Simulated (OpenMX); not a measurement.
Runs of OpenMX 3.8.5 on HfIn4SiO6. Symmetry: P312, No. 149, trigonal system. Conventional cell: a = 5.277 Å, b = 5.277 Å, c = 10.559 Å, α = 90.00°, β = 90.00°, γ = 120.00°. Hf (site symmetry 32) is surrounded by 6 O at 2.10 Å. Around In (site symmetry 3) lie 3 O at 2.62 Å. Around In (site symmetry 3) lie 3 O at 2.32 Å. Around Si (site symmetry 32) lie 6 O at 1.83 Å. Around O (site symmetry 1) lie 1 Si at 1.83 Å and 1 Hf at 2.10 Å. The cell was built by a generator and needn't be a form met in nature.

```csv
task,level,potentials or basis,"grid points, held for all volumes",max SCF cycles,gap on the mesh (eV),pressure (GPa),V0 of scaled cells (Å³/atom),B0 (GPa),largest force (eV/Å)
equation of state,LDA,"OpenMX 2013 LDA set, Hf7.0-s3p2d2f1, In7.0-s3p2d2, Si7.0-s2p2d1, O6.0-s2p2d1, fixed grid of 60 × 60 × 144 points",60 × 60 × 144,-,-,-,20.05,97,-
band structure,PBE,"OpenMX 2013 PBE set, Hf7.0-s3p2d2, In7.0-s3p2d1, Si7.0-s2p1d1, O6.0-s2p2, grid cutoff 500 Ry",-,100,0.37,1.5,-,-,0.37
band structure,LDA,"OpenMX 2013 LDA set, Hf7.0-s3p2d2f1, In7.0-s3p2d2, Si7.0-s2p2d1, O6.0-s2p2d1, grid cutoff 500 Ry",-,100,0.32,-4.9,-,-,0.56
band structure,PBE,"OpenMX 2013 PBE set, Hf7.0-s3p2d2f1, In7.0-s3p2d2, Si7.0-s2p2d1, O6.0-s2p2d1, grid cutoff 500 Ry",-,100,(b),(a),-,-,(c)
equation of state,PBE,"OpenMX 2013 PBE set, Hf7.0-s3p2d2, In7.0-s3p2d1, Si7.0-s2p1d1, O6.0-s2p2, fixed grid of 60 × 60 × 144 points",60 × 60 × 144,-,-,-,21.60,(d),-
```

Alike in all rows: no spin polarisation; cell as given; k mesh 7 × 7 × 3; smearing fermi-dirac 0.05 eV.

Task: Estimate the missing entries.

Result: (a) 0.4; (b) 0.26; (c) 0.41; (d) 80.

Caveats: the basis has few d functions beyond the semicore shells, which can make volumes several per cent too large; the basis of atomic orbitals isn't converged, which shifts pressures, moduli and gaps; spin-orbit coupling is left out, which moves the levels of the heavy elements (some runs); volumes in these bases differ from converged ones by about 1 %, for some elements by several (some runs); the cell was scaled at fixed shape and fractional positions, which overstates the stiffness of a crystal with free parameters, most of all of layers and chains (some runs).

A k mesh can miss the band edges, and the runs leave out spin-orbit coupling on Hf, In.

Not every run made on this cell is shown here.
